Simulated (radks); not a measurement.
# C⁺ with its nuclear charge varied continuously

The task here is to estimate one member of a computed series from the others.

The numbers are computed with radks (a radial shooting solver on a logarithmic mesh, Libxc functionals) version 1 (scalar-relativistic Kohn-Sham, PBE, spin-polarised, spherical densities, point nucleus; open shells are filled with parallel spins first), except any that are marked as measured or tabulated.

## The system

* element: carbon (Z = 6)
* charge: +1
* electrons: 5
* configuration: [He] 2s2 2p1

The outer shells:

C⁺
```
[He] core
2s [↑↓]
2p [↑ ][  ][  ]
```

The first run:

The run's settings:

```text
Z 6
configuration [He] 2s2 2p1
relativity scalar-relativistic
functional pbe,pbe
spin polarised
nucleus point
c 137.035999084
```

Among the steps run: Z = 6.

One of the session's tables, all rows but one given; the rest of the session is left out.

It belongs to the step «Z = 6». Sizes of the orbitals, from the radial functions (bohr):

```
  level     <r>  outermost maximum (interpolated)  90 % within
  1s up  0.2707                             0.174        0.486
1s down  0.2703                             0.174        0.485
  2s up   1.453                              1.17         2.28
2s down   1.476                              1.18         2.33
  2p up   1.487                              1.10         2.48
2p down       ?                                 ?            ?
```

Q: Estimate the row for 2p down from the others.

As computed: <r>: 1.529; outermost maximum (interpolated): 1.12; 90 % within: 2.57. In the column «<r>» it is the highest.

Caveats from the session: At Z = 6 the central difference of E is -14.152 hartree, against -14.151 from the Hellmann-Feynman theorem; the scalar-relativistic energy here is not variational, so the two differ by a part that grows with Z.
